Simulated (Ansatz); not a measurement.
# SiH2 + H2: a complex and its separated parts, part 2 of 2

Ansatz 0.2.0, Gaussian basis. The steps go on from the part before.

### Step 14. wB97X-V/def2-TZVPP

The inputs:

parta/in.yaml

```yaml
crystal:
  periodic: [false, false, false]
  atoms:
    - {symbol: Si, position_ang: [0.311297, 0.821782, -0.114332]}
    - {symbol: H, position_ang: [-0.980249, 0.670611, 0.683526]}
    - {symbol: H, position_ang: [1.058963, -0.076419, 0.866357]}
basis:
  gaussian: {orbitals: def2-TZVPP}
hamiltonian: {xc: {name: wB97X-V}}
```

partb/in.yaml

```yaml
crystal:
  periodic: [false, false, false]
  atoms:
    - {symbol: H, position_ang: [-0.110671, -0.558892, -1.049184]}
    - {symbol: H, position_ang: [-0.279340, -0.857082, -0.386368]}
basis:
  gaussian: {orbitals: def2-TZVPP}
hamiltonian: {xc: {name: wB97X-V}}
```

One command serves all of them, each in its own folder.

Run with:

```
$ ansatz run in.yaml --threads 2 --pin off --events-out ev --progress --plain --max-ram 4352MiB
```

Output in parta, cut to the lines that bear on the results:

```text
Functional definition: wB97X-V
  name "wB97X-V"
  cite "Mardirossian & Head-Gordon, Phys. Chem. Chem. Phys. 16, 9904 (2014) doi:10.1039/C3CP54374A"
  cite "Becke, J. Chem. Phys. 107, 8554 (1997) doi:10.1063/1.475007"
  cite "Vydrov & Van Voorhis, J. Chem. Phys. 133, 244103 (2010) doi:10.1063/1.3521275"
[...]
      + integral(e_c_pw_opposite_spin*poly(b97_u_opposite, cos0, cos1)) + vv10(b, c)
409 factors; their error is unknown
94 factors; integrals over basis functions are off by at most 4.5e-5 eV
[...]
mean field -7906.67886787 eV, -290.5650890547 hartree, gradient 1.6e-5 eV, S^2 0.000000; 0 other end points of the search recorded, 0 dependent functions left out
reference -7906.67886642 eV, -290.5650890014 hartree; 8, 8 occupied and 62, 62 virtual orbitals, 409 factors
Total energy: -7906.67886642 eV, -290.5650890014 hartree
```

partb printed, cut to the lines that bear on the results:

```text
[... 5 set-up lines as earlier in the session ...]
[...]
      + integral(e_c_pw_opposite_spin*poly(b97_u_opposite, cos0, cos1)) + vv10(b, c)
118 factors; their error is unknown
42 factors; integrals over basis functions are off by at most 3.0e-5 eV
[...]
mean field -31.90860500 eV, -1.1726196054 hartree, gradient 8.8e-5 eV, S^2 0.000000; 0 other end points of the search recorded, 0 dependent functions left out
reference -31.90860400 eV, -1.1726195687 hartree; 1, 1 occupied and 27, 27 virtual orbitals, 118 factors
Total energy: -31.90860400 eV, -1.1726195687 hartree
```

Wall times: 1 s (parta), 0.2 s (partb) on 2 threads of Arm Neoverse V1, shared host.

### Step 15. wB97M-V/def2-TZVPP

The same edit goes into each in.yaml of step 14 (parta, partb):

```diff
-hamiltonian: {xc: {name: wB97X-V}}
+hamiltonian: {xc: {name: wB97M-V}}
```

The same command starts each run, in its folder.

Run with:

```
$ ansatz run in.yaml --threads 2 --pin off --events-out ev --progress --plain --max-ram 4352MiB
```

Log of parta, cut to the lines that bear on the results:

```text
Functional definition: wB97M-V
  name "wB97M-V"
  cite "Mardirossian & Head-Gordon, J. Chem. Phys. 144, 214110 (2016) doi:10.1063/1.4952647"
[... 2 set-up lines as earlier in the session ...]
  # Of w^i u^j: cxij and so on, Table III.
[...]
  gx(w, u) = 1 - cx + cx01*u + cx10*w
[...]
      + integral(e_c_pw_mod_opposite_spin*gos(b97_w_opposite, b97_u_opposite)) + vv10(b, c)
409 factors; their error is unknown
94 factors; integrals over basis functions are off by at most 4.5e-5 eV
[...]
mean field -7907.31966780 eV, -290.5886380177 hartree, gradient 1.7e-5 eV, S^2 0.000000; 0 other end points of the search recorded, 0 dependent functions left out
reference -7907.31970309 eV, -290.5886393146 hartree; 8, 8 occupied and 62, 62 virtual orbitals, 409 factors
Total energy: -7907.31970309 eV, -290.5886393146 hartree
```

partb printed, cut to the lines that bear on the results:

```text
[... 5 set-up lines as earlier in the session ...]
  # Of w^i u^j: cxij and so on, Table III.
[...]
  gx(w, u) = 1 - cx + cx01*u + cx10*w
[...]
      + integral(e_c_pw_mod_opposite_spin*gos(b97_w_opposite, b97_u_opposite)) + vv10(b, c)
118 factors; their error is unknown
42 factors; integrals over basis functions are off by at most 3.0e-5 eV
[...]
mean field -31.60112584 eV, -1.1613199547 hartree, gradient 7.4e-6 eV, S^2 0.000000; 0 other end points of the search recorded, 0 dependent functions left out
reference -31.60115010 eV, -1.1613208462 hartree; 1, 1 occupied and 27, 27 virtual orbitals, 118 factors
Total energy: -31.60115010 eV, -1.1613208462 hartree
```

Times: 1 s (parta), 0.25 s (partb) on 2 threads of Arm Neoverse V1, shared host.

### Step 16. B2PLYP/def2-TZVPP

Each input of step 15 (parta, partb) changes in the same lines:

```diff
-hamiltonian: {xc: {name: wB97M-V}}
+hamiltonian: {xc: {name: B2PLYP}}
```

The same command starts each run, in its folder.

Run with:

```
$ ansatz run in.yaml --threads 2 --pin off --events-out ev --progress --plain --max-ram 4352MiB
```

parta printed, cut to the lines that bear on the results:

```text
Functional definition: B2PLYP
  name "B2PLYP"
  cite "Grimme, J. Chem. Phys. 124, 034108 (2006) doi:10.1063/1.2148954"
[... 2 set-up lines as earlier in the session ...]
[...]
395 factors; integrals over basis functions are off by at most 6.2e-4 eV
[...]
mean field -7903.67233812 eV, -290.4546011244 hartree, gradient 9.1e-7 eV, S^2 0.000000; 0 other end points of the search recorded, 0 dependent functions left out; unrestricted orbitals would lower it
5 core orbitals not correlated: weight in the atoms' cores, before any rotation towards them, 1.000 or more for the frozen orbitals, at most 0.000 for the correlated occupied ones
reference -7903.67245680 eV, -290.4546054859 hartree; 3, 3 occupied and 62, 62 virtual orbitals, 395 factors
second order -3.74018377 eV of doubles, -0.00000000 eV of singles
Total energy: -7904.68230642 eV, -290.4917167749 hartree
```

Output in partb, cut to the lines that bear on the results:

```text
[... 5 set-up lines as earlier in the session ...]
[...]
145 factors; integrals over basis functions are off by at most 7.3e-4 eV
[...]
mean field -31.55850722 eV, -1.1597537494 hartree, gradient 1.1e-6 eV, S^2 0.000000; 0 other end points of the search recorded, 0 dependent functions left out
reference -31.55859664 eV, -1.1597570352 hartree; 1, 1 occupied and 27, 27 virtual orbitals, 145 factors
second order -1.02365133 eV of doubles, -0.00000000 eV of singles
Total energy: -31.83498250 eV, -1.1699140282 hartree
```

Times: 0.5 s (parta), 0.15 s (partb) on 2 threads of Arm Neoverse V1, shared host.

### Step 17. PBE-QIDH/def2-TZVPP

The same edit goes into each in.yaml of step 16 (parta, partb):

```diff
-hamiltonian: {xc: {name: B2PLYP}}
+hamiltonian: {xc: {name: PBE-QIDH}}
```

One command serves all of them, each in its own folder.

Run with:

```
$ ansatz run in.yaml --threads 2 --pin off --events-out ev --progress --plain --max-ram 4352MiB
```

parta printed, cut to the lines that bear on the results:

```text
Functional definition: PBE-QIDH
  name "PBE-QIDH"
  cite "Brémond, Sancho-García, Pérez-Jiménez & Adamo, J. Chem. Phys. 141, 031101 (2014) doi:10.1063/1.4890314"
[... 1 set-up line as earlier in the session ...]
[...]
395 factors; integrals over basis functions are off by at most 6.2e-4 eV
[...]
mean field -7900.98233267 eV, -290.3557452473 hartree, gradient 2.0e-6 eV, S^2 0.000000; 0 other end points of the search recorded, 0 dependent functions left out; unrestricted orbitals would lower it
5 core orbitals not correlated: weight in the atoms' cores, before any rotation towards them, 1.000 or more for the frozen orbitals, at most 0.000 for the correlated occupied ones
reference -7900.98234154 eV, -290.3557455733 hartree; 3, 3 occupied and 62, 62 virtual orbitals, 395 factors
second order -3.44008256 eV of doubles, -0.00000000 eV of singles
Total energy: -7902.12903572 eV, -290.3978858073 hartree
```

Output in partb, cut to the lines that bear on the results:

```text
[... 4 set-up lines as earlier in the session ...]
[...]
145 factors; integrals over basis functions are off by at most 7.3e-4 eV
[...]
mean field -31.52726761 eV, -1.1586057147 hartree, gradient 1.4e-6 eV, S^2 0.000000; 0 other end points of the search recorded, 0 dependent functions left out
reference -31.52727403 eV, -1.1586059506 hartree; 1, 1 occupied and 27, 27 virtual orbitals, 145 factors
second order -0.95919620 eV of doubles, -0.00000000 eV of singles
Total energy: -31.84700610 eV, -1.1703558874 hartree
```

Wall times: 0.45 s (parta), 0.1 s (partb) on 2 threads of Arm Neoverse V1, shared host.

### Step 18. RPA on PBE/def2-TZVPP

Each input of step 17 (parta, partb) changes in the same lines:

```diff
-hamiltonian: {xc: {name: PBE-QIDH}}
+hamiltonian: {xc: pbe}
+correlation: {method: rpa}
```

Each run has its own folder and the same command.

Run with:

```
$ ansatz run in.yaml --threads 2 --pin off --events-out ev --progress --plain --max-ram 4352MiB
```

Output in parta, cut to the lines that bear on the results:

```text
[... 4 set-up lines as earlier in the session ...]
[...]
395 factors; integrals over basis functions are off by at most 6.2e-4 eV
[...]
mean field -7903.77192192 eV, -290.4582607617 hartree, gradient 3.1e-6 eV, S^2 0.000000; 0 other end points of the search recorded, 0 dependent functions left out
5 core orbitals not correlated: weight in the atoms' cores, before any rotation towards them, 1.000 or more for the frozen orbitals, at most 0.000 for the correlated occupied ones
reference -7891.64315121 eV, -290.0125366590 hartree; 3, 3 occupied and 62, 62 virtual orbitals, 395 factors
Total energy: -7898.25679380 eV, -290.2555835413 hartree
```

Log of partb, cut to the lines that bear on the results:

```text
[... 4 set-up lines as earlier in the session ...]
[...]
145 factors; integrals over basis functions are off by at most 7.3e-4 eV
[...]
mean field -31.73220863 eV, -1.1661371583 hartree, gradient 1.4e-6 eV, S^2 0.000000; 0 other end points of the search recorded, 0 dependent functions left out
reference -30.80642535 eV, -1.1321152504 hartree; 1, 1 occupied and 27, 27 virtual orbitals, 145 factors
Total energy: -32.86230813 eV, -1.2076675488 hartree
```

They took 0.45 s (parta), 0.1 s (partb) on 2 threads of Arm Neoverse V1, shared host.

### Step 19. CCSD(T)/def2-TZVPP

Each input of step 18 (parta, partb) changes in the same lines:

```diff
-hamiltonian: {xc: pbe}
-correlation: {method: rpa}
+correlation: {method: ccsd_t}
```

Each run has its own folder and the same command.

Run with:

```
$ ansatz run in.yaml --threads 2 --pin off --events-out ev --progress --plain --max-ram 4352MiB
```

parta printed, cut to the lines that bear on the results:

```text
Functional definition: HF
  name "HF"
  cite "Fock, Z. Phys. 61, 126 (1930) doi:10.1007/BF01340294"
[... 1 set-up line as earlier in the session ...]
[...]
395 factors; integrals over basis functions are off by at most 6.2e-4 eV
[...]
mean field -7892.01307469 eV, -290.0261310961 hartree, gradient 6.5e-7 eV, S^2 0.000000; 0 other end points of the search recorded, 0 dependent functions left out; unrestricted orbitals would lower it
[...]
reference -7892.01307469 eV, -290.0261310961 hartree; 3, 3 occupied and 62, 62 virtual orbitals, 395 factors
second order -2.98364148 eV of doubles, -0.00000000 eV of singles
cycle   1  -3.48830469 eV  change   -5.0e-1 eV  update   6.3e-2
[...]
cycle  10  -3.73233892 eV  change   -6.1e-6 eV  update   2.6e-6
perturbative correction -0.10176271 eV, -0.0037397106 hartree
Total energy: -7895.84717632 eV, -290.1670317323 hartree
```

partb printed, cut to the lines that bear on the results:

```text
[... 4 set-up lines as earlier in the session ...]
[...]
145 factors; integrals over basis functions are off by at most 7.3e-4 eV
[...]
mean field -30.82772755 eV, -1.1328980918 hartree, gradient 4.2e-7 eV, S^2 0.000000; 0 other end points of the search recorded, 0 dependent functions left out
reference -30.82772755 eV, -1.1328980918 hartree; 1, 1 occupied and 27, 27 virtual orbitals, 145 factors
second order -0.86256954 eV of doubles, -0.00000000 eV of singles
cycle   1  -1.00722057 eV  change   -1.4e-1 eV  update   2.6e-2
[...]
cycle   7  -1.07306278 eV  change    6.2e-7 eV  update   4.2e-7
perturbative correction 0.00000000 eV, 0.0000000000 hartree
Total energy: -31.90079033 eV, -1.1723324214 hartree
```

Wall times: 0.4 s (parta), 0.1 s (partb) on 2 threads of Arm Neoverse V1, shared host.

### Step 20. CCSD(T)/def2-QZVPP

Each input of step 19 (parta, partb) changes in the same lines:

```diff
-  gaussian: {orbitals: def2-TZVPP}
+  gaussian: {orbitals: "def2-QZVPP.json"}
```

The basis file named in the input lies beside it (Basis Set Exchange, JSON).

Each run has its own folder and the same command.

Run with:

```
$ ansatz run in.yaml --threads 2 --pin off --events-out ev --progress --plain --max-ram 4352MiB
```

Output in parta, cut to the lines that bear on the results:

```text
[... 4 set-up lines as earlier in the session ...]
[...]
754 factors; integrals over basis functions are off by at most 7.9e-4 eV
[...]
mean field -7892.24872017 eV, -290.0347909081 hartree, gradient 6.5e-6 eV, S^2 0.000000; 0 other end points of the search recorded, 0 dependent functions left out; unrestricted orbitals would lower it
[...]
reference -7892.24872017 eV, -290.0347909081 hartree; 3, 3 occupied and 122, 122 virtual orbitals, 754 factors
second order -3.19036545 eV of doubles, -0.00000000 eV of singles
cycle   1  -3.63660386 eV  change   -4.5e-1 eV  update   6.2e-2
[...]
cycle  10  -3.87730789 eV  change   -4.3e-6 eV  update   4.2e-6
perturbative correction -0.11419696 eV, -0.0041966609 hartree
Total energy: -7896.24022503 eV, -290.1814760060 hartree
```

partb printed, cut to the lines that bear on the results:

```text
[... 4 set-up lines as earlier in the session ...]
[...]
338 factors; integrals over basis functions are off by at most 1.3e-3 eV
[...]
mean field -30.84362740 eV, -1.1334824005 hartree, gradient 7.7e-7 eV, S^2 0.000000; 0 other end points of the search recorded, 0 dependent functions left out
reference -30.84362740 eV, -1.1334824005 hartree; 1, 1 occupied and 59, 59 virtual orbitals, 338 factors
second order -0.90077379 eV of doubles, -0.00000000 eV of singles
cycle   1  -1.03152700 eV  change   -1.3e-1 eV  update   2.6e-2
[...]
cycle   7  -1.09865718 eV  change   -2.4e-7 eV  update   5.5e-7
perturbative correction -0.00000000 eV, -0.0000000000 hartree
Total energy: -31.94228458 eV, -1.1738573070 hartree
```

They took 1.9 s (parta), 0.2 s (partb) on 2 threads of Arm Neoverse V1, shared host; peak memory 0.51 GiB.

### Step 21. Vibrations of SiH2

File vib-parta/in.yaml:

```yaml
crystal:
  periodic: [false, false, false]
  atoms:
    - {symbol: Si, position_ang: [0.311297, 0.821782, -0.114332]}
    - {symbol: H, position_ang: [-0.980249, 0.670611, 0.683526]}
    - {symbol: H, position_ang: [1.058963, -0.076419, 0.866357]}
basis:
  gaussian: {orbitals: def2-TZVP}
hamiltonian: {xc: pbe0, dispersion: d4}
phonons: {temperatures: {t_min: 298.15, t_max: 900, t_step: 200}}
```

Run with:

```
$ ansatz run in.yaml --threads 2 --pin off --events-out ev --progress --plain --max-ram 4352MiB
```

The program printed, cut to the lines that bear on the results:

```text
[... 5 set-up lines as earlier in the session ...]
[...]
356 factors; their error is unknown
[...]
mean field -7904.52923993 eV, -290.4860916850 hartree, gradient 8.2e-5 eV, S^2 0.000000; 0 other end points of the search recorded, 0 dependent functions left out
[...]
Total energy: -7904.54767313 eV, -290.4867690925 hartree
Atom 0 at     0.311297     0.821782    -0.114332 Å, force    -0.000238    -0.000458     0.000777 eV/Å
Atom 1 at    -0.980249     0.670611     0.683526 Å, force     0.000644     0.000037    -0.000341 eV/Å
Atom 2 at     1.058963    -0.076419     0.866357 Å, force    -0.000407     0.000422    -0.000435 eV/Å
Dipole moment:    -0.009125    -0.017607     0.029841 e Å
Vibrations: 1010.54 2047.56 2050.75 cm⁻¹, zero-point energy 0.316708 eV
```

Wall time 1.2 s (2 threads of Arm Neoverse V1, shared host).

Wavenumbers and character of the modes:

```tsv
mode	wavenumber (cm⁻¹)	character
1	1011	bend
2	2048	Si–H stretch
3	2051	Si–H stretch
```

Vibrational sums (real modes only):

```tsv
T (K)	entropy (J/mol/K)	heat capacity (J/mol/K)
298	0.4	1.6
498	2.2	5.8
698	4.9	10.3
898	7.9	14.0
```

### Step 22. Vibrations of H2

File vib-partb/in.yaml:

```yaml
crystal:
  periodic: [false, false, false]
  atoms:
    - {symbol: H, position_ang: [-0.110671, -0.558892, -1.049184]}
    - {symbol: H, position_ang: [-0.279340, -0.857082, -0.386368]}
basis:
  gaussian: {orbitals: def2-TZVP}
hamiltonian: {xc: pbe0, dispersion: d4}
phonons: {temperatures: {t_min: 298.15, t_max: 900, t_step: 200}}
```

Run with:

```
$ ansatz run in.yaml --threads 2 --pin off --events-out ev --progress --plain --max-ram 4352MiB
```

The program printed, cut to the lines that bear on the results:

```text
[... 5 set-up lines as earlier in the session ...]
[...]
88 factors; their error is unknown
[...]
mean field -31.78865276 eV, -1.1682114418 hartree, gradient 1.8e-5 eV, S^2 0.000000; 0 other end points of the search recorded, 0 dependent functions left out
[...]
reference -31.78855543 eV, -1.1682078649 hartree; 1, 1 occupied and 11, 11 virtual orbitals, 88 factors
Total energy: -31.79027516 eV, -1.1682710639 hartree
Atom 0 at    -0.110671    -0.558892    -1.049184 Å, force    -0.000008    -0.000014     0.000031 eV/Å
Atom 1 at    -0.279340    -0.857082    -0.386368 Å, force     0.000008     0.000014    -0.000031 eV/Å
Dipole moment:    -0.000000    -0.000000     0.000000 e Å
Vibrations: 4415.05 cm⁻¹, zero-point energy 0.273698 eV
```

Run time: 0.25 s. Hardware: 2 threads of Arm Neoverse V1, shared host.

The modes, with what each moves most:

```tsv
mode	wavenumber (cm⁻¹)	character
1	4415	H–H stretch
```

Vibrational sums (real modes only):

```tsv
T (K)	entropy (J/mol/K)	heat capacity (J/mol/K)
298	0.0	0.0
498	0.0	0.0
698	0.0	0.1
898	0.1	0.4
```

### Step 23. Complex less separated parts

The complex's own energies come from single points at the same levels.

Rows are in def2-TZVPP; times add the 3 runs of a level on a shared host, so small differences are noise.

Differences are taken before rounding.

```tsv
method	rung	complex less parts (kJ/mol)	from CCSD(T) (kJ/mol)	time
SPW92	LDA	-95.7	-68.6	1.1 s
PBE-D4	GGA	-59.5	-32.3	0.85 s
BLYP-D4	GGA	-35.8	-8.7	0.9 s
r2SCAN-D4	meta-GGA	-55.6	-28.5	2.1 s
B97M-V	meta-GGA	-42.7	-15.5	3.5 s
PBE0-D4	hybrid	-54.3	-27.2	0.9 s
B3LYP-D4	hybrid	-35.6	-8.4	0.9 s
r2SCAN0-D4	hybrid	-51.9	-24.8	2.1 s
BHLYP-D4	hybrid	-29.5	-2.4	0.95 s
CAM-B3LYP-D4	range-separated hybrid	-37.3	-10.1	1.2 s
wB97X-V	range-separated hybrid	-37.1	-9.9	3 s
wB97M-V	range-separated hybrid	-37.2	-10.0	3.2 s
B2PLYP	double hybrid	-31.6	-4.4	1.5 s
PBE-QIDH	double hybrid	-44.9	-17.7	1.4 s
RPA on PBE	RPA	-13.7	+13.4	1.4 s
Hartree-Fock	wavefunction	7.1	+34.2	
MP2	wavefunction	-33.2	-6.1	
CCSD	wavefunction	-21.5	+5.6	
CCSD(T)	wavefunction	-27.1	0	1.5 s
```

Among the levels timed on like hardware and quicker than the yardstick, those that no quicker one beats, quickest first: PBE-D4 (0.85 s, -32.3 kJ/mol); B3LYP-D4 (0.9 s, -8.4 kJ/mol); BHLYP-D4 (0.95 s, -2.4 kJ/mol).

BHLYP-D4 reaches 2.4 kJ/mol from the reference in 0.95 s, where CCSD(T) took 1.5 s; the quickest level in the cost chart, PBE-D4, takes 0.85 s and misses by 32.3 kJ/mol.

The complex's zero-point energy, from a separate PBE0-D4 run, is 0.794 eV.

### Step 24. Results

This closing draws on all 2 parts.

```
                              quantity         value
complex less parts, CCSD(T)/def2-TZVPP  -27.1 kJ/mol
                with zero-point energy   -7.5 kJ/mol
                 largest T1 diagnostic         0.015
```

What this shows: At CCSD(T) the complex lies 27.1 kJ/mol below its parts. Among the functionals BHLYP-D4 lands nearest to CCSD(T) (-2.4 kJ/mol) and SPW92 farthest (-68.6 kJ/mol). Mean unsigned error by rung: LDA 68.6, GGA 20.5, meta-GGA 22.0, hybrid 15.7, range-separated hybrid 10.0, double hybrid 11.1 kJ/mol. PBE-D4 gives a relative energy 32.3 kJ/mol too low, outside chemical accuracy (1 kcal/mol, 4.2 kJ/mol). No counterpoise was applied, and triple zeta lacks some correlation, so the CCSD(T) reference has a basis error of its own, and close matches with it are partly luck. The restricted Hartree–Fock reference is unstable towards an unrestricted one at one or more of these structures.
